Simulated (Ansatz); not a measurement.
**Mo: optics and the fine band structure**

What do the bands imply for light and for carriers? Levels are solved on a fine mesh after the ground state. Runs: cell and atoms relaxed (PAW); reference run (PAW and LAPW); spin-orbit coupling on (PAW and LAPW).

Computed with Ansatz 0.2.0 (DFT PBEsol, frozen-core PAW and all-electron LAPW, scalar-relativistic unless said, unless a step's input says otherwise).

## 1. The starting structure

It takes space group Im-3m (No. 229, cubic). The conventional cell has a = 3.147 Å, b = 3.147 Å, c = 3.147 Å, α = 90.00°, β = 90.00°, γ = 90.00°. Around Mo (site symmetry m-3m) lie 8 Mo at 2.73 Å.

As a file:

```cif
data_structure
_symmetry_space_group_name_H-M 'P 1'
_symmetry_Int_Tables_number 1
_cell_length_a 2.7252
_cell_length_b 2.7252
_cell_length_c 2.7252
_cell_angle_alpha 109.471
_cell_angle_beta 109.471
_cell_angle_gamma 109.471
_cell_volume 15.58
loop_
_atom_site_label
_atom_site_type_symbol
_atom_site_fract_x
_atom_site_fract_y
_atom_site_fract_z
_atom_site_occupancy
Mo1 Mo 0.00000 0.00000 0.00000 1
```

Cartesian axes are those of the input's lattice vectors. The structure goes back to a database entry.

## 2. Cell and atoms relaxed, PAW

Input file input.yaml:

```yaml
crystal:
  lattice:
    - [-1.573415, 1.573415, 1.573415]
    - [1.573415, -1.573415, 1.573415]
    - [1.573415, 1.573415, -1.573415]
  atoms:
    - { symbol: Mo, position: [0.0, 0.0, 0.0] }
kpoints:
  mp_grid: { grid: [16, 16, 16] }
scf:
  occupations: { method: fermi_dirac, width: 0.08 }
hamiltonian:
  xc: pbesol
  pseudopotentials: { kind: paw }
relax:
  f_tol: 0.002
  max_steps: 80
  cell: {}
output:
  forces: true
  stress: true
```

The run is started by

```sh
$ ansatz run input.yaml --threads 1 --pin off --max-ram 3072MiB --backend cpu --events-out ev --progress --plain --runs-dir out
```

## 3. Reference run, fine mesh, PAW

Input file input.yaml:

```yaml
crystal:
  lattice:
    - [-1.56454714413, 1.56454714413, 1.56454714413]
    - [1.56454714413, -1.56454714413, 1.56454714413]
    - [1.56454714413, 1.56454714413, -1.56454714413]
  atoms:
    - { symbol: Mo, position: [0.0, 0.0, 0.0] }
kpoints:
  mp_grid: { grid: [16, 16, 16] }
scf:
  occupations: { method: fermi_dirac, width: 0.08 }
hamiltonian:
  xc: pbesol
  pseudopotentials: { kind: paw }
output:
  forces: true
  stress: true
  eigenvalues: true
  eigenstates:
    nscf_kmesh: { grid: [24, 24, 24] }
    de_dk: true
    e_range: [-14, 14]
  optics:
    e_range: [0, 25]
    de: 0.2
    sigma: 0.25
    bands: { spectra_wanted_up_to: 25 }
    nscf_kmesh: { grid: [24, 24, 24] }
    drude_damping: 0.1
checkpoint:
  write: ck
  write_wavefunctions: false
```

## 4. Reference run, fine mesh, LAPW

input.yaml: that of step 3 with these lines changed.

```diff
@@ -13,3 +13,3 @@
   xc: pbesol
-  pseudopotentials: { kind: paw }
+  pseudopotentials: { kind: all_electron, lapw: { basis_error: 0.001 } }
 output:
```

## 5. Spin-orbit coupling on, fine mesh, PAW

Input file input.yaml:

```yaml
crystal:
  lattice:
    - [-1.56454714413, 1.56454714413, 1.56454714413]
    - [1.56454714413, -1.56454714413, 1.56454714413]
    - [1.56454714413, 1.56454714413, -1.56454714413]
  atoms:
    - { symbol: Mo, position: [0.0, 0.0, 0.0] }
kpoints:
  mp_grid: { grid: [16, 16, 16] }
scf:
  occupations: { method: fermi_dirac, width: 0.08 }
hamiltonian:
  xc: pbesol
  pseudopotentials: { kind: paw_fr }
magnetization:
  noncollinear: true
  spin_orbit: true
output:
  forces: true
  stress: true
  eigenvalues: true
  eigenstates:
    nscf_kmesh: { grid: [18, 18, 18] }
    de_dk: true
    e_range: [-14, 14]
checkpoint:
  write: ck
  write_wavefunctions: false
```

## 6. Spin-orbit coupling on, fine mesh, LAPW

input.yaml: that of step 5 with these lines changed.

```diff
@@ -13,3 +13,3 @@
   xc: pbesol
-  pseudopotentials: { kind: paw_fr }
+  pseudopotentials: { kind: all_electron, lapw: { basis_error: 0.001 } }
 magnetization:
@@ -25,2 +25,9 @@
     e_range: [-14, 14]
+  optics:
+    e_range: [0, 25]
+    de: 0.2
+    sigma: 0.25
+    bands: { spectra_wanted_up_to: 25 }
+    nscf_kmesh: { grid: [18, 18, 18] }
+    drude_damping: 0.1
 checkpoint:
```

(Steps that only read results are left out.)

**Question.** What will these runs give? Wanted: states at the Fermi level; bare Sommerfeld coefficient; plasma energy; strongest local maximum of Im εxx.

As calculated:

```
                         quantity                      value
  states at the Fermi level (PAW)       0.58 per eV and atom
      bare Sommerfeld coefficient  1.37 mJ/(K² mol of atoms)
          plasma energy (x, y, z)           9.0, 9.0, 9.0 eV
strongest local maximum of Im εxx                     2.2 eV
```

What this shows: Without spin-orbit coupling it is a metal with 3 bands crossing the Fermi level, 0.58 states per eV and atom there and a mean speed of 0.85 × 10⁶ m/s. These are bare band values on this mesh, without coupling to phonons. The spectra hold no excitons and no local fields. Cautions: frozen-core PAW files fitted under PBE, their cores solved anew for the functional of the run; these sums move with the mesh, by several per cent and more for small sheets.
